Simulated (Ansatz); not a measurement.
**Li2BrCl (ordered alloy on rocksalt lattice): independent-particle optics**

Aim: the dielectric function of Li2BrCl (ordered alloy on rocksalt lattice) in the independent-particle picture, and how it depends on the functional and on the gap. Plan: HSE06 for the gap; optics with PBE on 6×6×6; optics with r2SCAN on 6×6×6; optics with PBE and scissors to the HSE06 gap on 6×6×6; optics with PBE with spin-orbit coupling on 6×6×6.

Method: plane waves, PAW; no local fields, no excitons, in Ansatz 0.2.0.

## (1) The system as given

It takes space group R-3m (No. 166, trigonal). The conventional cell has a = 3.752 Å, b = 3.752 Å, c = 18.349 Å, α = 90.00°, β = 90.00°, γ = 120.00°. Cl (site symmetry -3m) is surrounded by 6 Li at 2.61 Å. Br (site symmetry -3m) is surrounded by 6 Li at 2.70 Å. Li (site symmetry 3m) is surrounded by 3 Cl at 2.61 Å and 3 Br at 2.70 Å.

As a file:

```cif
data_structure
_symmetry_space_group_name_H-M 'R-3m:H'
_symmetry_Int_Tables_number 166
_cell_length_a 3.7521
_cell_length_b 3.7521
_cell_length_c 18.3492
_cell_angle_alpha 90.000
_cell_angle_beta 90.000
_cell_angle_gamma 120.000
_cell_volume 223.72
loop_
_atom_site_label
_atom_site_type_symbol
_atom_site_symmetry_multiplicity
_atom_site_Wyckoff_symbol
_atom_site_fract_x
_atom_site_fract_y
_atom_site_fract_z
_atom_site_occupancy
Cl1 Cl 3 a 0.00000 0.00000 0.00000 1
Br1 Br 3 b 0.66667 0.33333 0.83333 1
Li1 Li 6 c 0.33333 0.66667 0.92103 1
```

Cell and atoms come from an earlier r2SCAN relaxation.

## (2) HSE06 levels at special points

File input.yaml:

```yaml
crystal:
  lattice:
    - [1.8760659207, 1.0831471643, 6.1164156592]
    - [-1.8760659207, 1.0831471643, 6.1164156592]
    - [0.0, -2.1662943287, 6.1164156592]
  atoms:
    - { symbol: Cl, position: [1.0, 0.0, 0.0] }
    - { symbol: Br, position: [0.5, 0.5, 0.5] }
    - { symbol: Li, position: [0.2543610294, 0.2543610294, 0.2543610294] }
    - { symbol: Li, position: [0.7456389706, 0.7456389706, 0.7456389706] }
kpoints:
  mp_grid: { grid: [4, 4, 4] }
  band_path:
    path:
      - [0.0, 0.0, 0.0]
      - [0.5, 0.5, 0.5]
      - [0.8124264309, 0.1875735691, 0.5]
      - [0.5, -0.1875735691, 0.1875735691]
      - [0.5, 0.0, 0.0]
      - [0.3437867845, -0.3437867845, 0.0]
      - [0.6562132155, 0.0, 0.3437867845]
      - [0.5, 0.0, 0.5]
    npoints: 1
hamiltonian:
  xc: hse06
scf:
  occupations: { method: fixed }
  n_extra_bands: 5
output:
  forces: true
  stress: true
  eigenvalues: true
  write_density: true
  write_potential: true
  elf: true
  volumetric_format: npy
```

Started as:

```console
$ ansatz run input.yaml --threads 4 --pin off --max-ram 3686MiB --backend cpu --events-out ev --progress --plain --runs-dir out
```

After this run come: Optics, PBE; Optics, r2SCAN; Optics, PBE with a scissors shift; Optics, PBE with spin-orbit coupling.

**Question.** What will the summary of the whole plan be? Wanted: ε∞, PBE; ε∞, r2SCAN; ε∞, PBE with spin-orbit coupling; tallest peak of ε₂, PBE; tallest peak of ε₂, r2SCAN; tallest peak of ε₂, PBE with spin-orbit coupling; HSE06 direct gap.

The runs gave:

| quantity | value |
| --- | --- |
| ε∞, PBE | 3.53 (xx, yy), 3.51 (zz) |
| ε∞, r2SCAN | 3.22 |
| ε∞, PBE + 1.23 eV scissors | 3.23 (xx, yy), 3.22 (zz) |
| ε∞, PBE with spin-orbit coupling | 3.48 (xx, yy), 3.47 (zz) |
| tallest peak of ε₂, PBE | 7.4 at 9.35 eV |
| tallest peak of ε₂, r2SCAN | 6.9 at 10.10 eV |
| tallest peak of ε₂, PBE + 1.23 eV scissors | 7.4 at 10.60 eV |
| tallest peak of ε₂, PBE with spin-orbit coupling | 7.4 at 9.35 eV (complete to 14.5 eV) |
| HSE06 direct gap | 6.32 eV |

**Reading.** PBE + 1.23 eV scissors has the widest direct gap (6.32 eV) and PBE with spin-orbit coupling the narrowest (4.91 eV); ε∞ is 3.22 and 3.48 (mean of the axes). Spin-orbit coupling moves the direct gap by -0.18 eV; ε∞ doesn't compare between these two runs, as the bands summed differ. The response is anisotropic: with PBE ε∞ is 3.53 (xx, yy), 3.51 (zz). Local fields and excitons are left out: both change ε∞, and without excitons the onset lacks its lines.
